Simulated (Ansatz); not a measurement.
**Ge₂H₃ (doublet): from Hartree-Fock to the top rungs at a displaced geometry (v2), cc-pVDZ**

The task here is to estimate one member of a computed series from the others.

The runs use Ansatz 0.2.0, Gaussian basis; cc-pVDZ, core rule «outside noble gas», up to 28 orbitals frozen.

The runs, in order: UHF; CCSD(T) on ROHF; CCSD(T) on UHF; BCCD(T) on ROHF; CISD; CCSDT(Q) on ROHF; CCSDT(Q) on UHF.

15 further runs of the same task are left out: 6 that didn't finish, 9 set aside as unsound or not needed.

### The system

The geometry is a PBE0/def2-TZVP stationary point (not a proven minimum) with its atoms shifted at random (size 0.100 Å). No spin-orbit coupling is included. The filled d shell of Ge may be among the frozen orbitals whatever the setting's name suggests; the logs give the count.

5 atoms, charge 0, spin multiplicity 2.

Atoms are counted from 1 here; the program's logs count them from 0.

Bond lengths: Ge1–Ge2 2.399 Å, Ge1–H3 1.534 Å, Ge1–H4 1.626 Å, Ge2–H5 1.490 Å. Angles: Ge2–Ge1–H3 129.9°, Ge2–Ge1–H4 123.0°, H3–Ge1–H4 106.5°, Ge1–Ge2–H5 91.0°.

Set-up of the first run:

Contents of in.yaml:

```yaml
crystal:
  periodic: [false, false, false]
  atoms:
    - {symbol: Ge, position_ang: [0.082126, 0.010454, 1.175941]}
    - {symbol: Ge, position_ang: [-0.082748, -0.028695, -1.217067]}
    - {symbol: H, position_ang: [-0.006127, 1.192519, 2.149921]}
    - {symbol: H, position_ang: [0.076981, -1.337291, 2.084944]}
    - {symbol: H, position_ang: [-0.026077, 1.459340, -1.271015]}
basis:
  gaussian: {orbitals: cc-pVDZ}
magnetization: {spin_polarized: true, initial_magnetization: 1}
hamiltonian: {xc: hf}
output: {orbitals: {seedname: orbitals}}
```

The run is started by

```sh
ansatz run in.yaml --threads 1 --pin off --events-out ev --progress --plain --max-ram 2393MiB
```

Among the steps run: UHF; CCSD(T) on ROHF; CCSD(T) on UHF; BCCD(T) on ROHF; CISD; CCSDT(Q) on ROHF; CCSDT(Q) on UHF.

One of the session's tables, all rows but one given; the rest of the session is left out.

```
   method  from UCCSDT(Q) (meV)
     ROHF               +5754.4
      UHF                     ?
     RMP2               +1285.9
     UMP2               +1328.8
     CISD                +692.6
    RCCSD                +217.4
    UCCSD                +214.3
 RCCSD(T)                 +47.7
 UCCSD(T)                 +47.4
  BCCD(T)                 +46.8
   RCCSDT                 +11.0
   UCCSDT                  +9.4
RCCSDT(Q)                  +1.8
UCCSDT(Q)                     0
```

Estimate the missing values for UHF.

The run gave: from UCCSDT(Q) (meV): +5668.2. In the column «from UCCSDT(Q) (meV)» it lies between UMP2 (+1328.8) and ROHF (+5754.4).

Limits of these values: Restricted and unrestricted rows rest on different reference determinants; where their highest levels disagree by more than a few hundredths of an eV, they describe different states and don't form one ladder.
